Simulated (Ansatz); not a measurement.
# C₂H₆InN: basis-set convergence

Aim: see how fast density functionals converge with the basis set for C₂H₆InN.

Computed with Ansatz 0.2.0, Gaussian basis. Level: one geometry, several basis sets.

Plan: PBE0-D4/def2-SVP; ωB97M-V/def2-SVP; PBE0-D4/def2-QZVPP; ωB97M-V/def2-QZVPP; the functionals' def2-TZVPP values are taken from earlier runs.

**1. Structure used throughout**

The geometry comes from an earlier relaxation with PBE0-D4 in a triple-zeta def2 set; it is a stationary point, not always the lowest conformer. In takes the def2 core potential; no spin-orbit term is included.

10 atoms, charge 0, spin multiplicity 1.

Atoms are counted from 1 here; the program's logs count them from 0.

Bond lengths: C1–C2 1.500 Å, C1–H5 1.095 Å, C1–H6 1.092 Å, C1–H7 1.095 Å, C2–N3 1.249 Å, C2–H8 1.106 Å, N3–In4 2.028 Å, In4–H9 1.714 Å, In4–H10 1.714 Å. Angles: C2–C1–H5 110.2°, C2–C1–H6 111.1°, C2–C1–H7 110.2°, H5–C1–H6 109.3°, H5–C1–H7 106.7°, H6–C1–H7 109.3°, C1–C2–N3 128.2°, C1–C2–H8 113.2°, N3–C2–H8 118.6°, C2–N3–In4 141.0°, N3–In4–H9 115.1°, N3–In4–H10 115.1°, H9–In4–H10 128.7°.

**2. PBE0-D4 in def2-SVP**

Contents of in.yaml:

```yaml
crystal:
  periodic: [false, false, false]
  atoms:
    - {symbol: C, position_ang: [1.187898, -0.973633, -0.249425]}
    - {symbol: C, position_ang: [-0.168463, -1.009256, 0.390614]}
    - {symbol: N, position_ang: [-1.000665, -0.083287, 0.490206]}
    - {symbol: In, position_ang: [-1.251555, 1.869366, 0.001693]}
    - {symbol: H, position_ang: [1.247266, -1.716810, -1.051240]}
    - {symbol: H, position_ang: [1.403934, 0.015720, -0.658113]}
    - {symbol: H, position_ang: [1.958093, -1.238298, 0.482372]}
    - {symbol: H, position_ang: [-0.424005, -1.998471, 0.815245]}
    - {symbol: H, position_ang: [-0.852449, 2.985533, 1.239656]}
    - {symbol: H, position_ang: [-2.100044, 2.149145, -1.461017]}
basis:
  gaussian: {orbitals: def2-SVP}
hamiltonian: {xc: pbe0, dispersion: d4}
output: {orbitals: {seedname: orbitals}}
```

Launch:

```sh
$ ansatz run in.yaml --threads 4 --pin off --events-out ev --progress --plain --max-ram 10444MiB
```

Further steps of the session: ωB97M-V in def2-SVP; PBE0-D4 in def2-QZVPP; ωB97M-V in def2-QZVPP.

Q: Predict the results of all the runs planned. Wanted: PBE0-D4: double and triple zeta above quadruple; ωB97M-V: double and triple zeta above quadruple.

The runs gave:

```
                                       quantity          value
PBE0-D4: double and triple zeta above quadruple  4.62, 0.26 eV
ωB97M-V: double and triple zeta above quadruple  4.84, 0.25 eV
```

PBE0-D4 gains 4.36 eV from double to triple zeta, then 0.26 eV more. Total energies overstate the basis error of differences, where much of it tends to cancel.
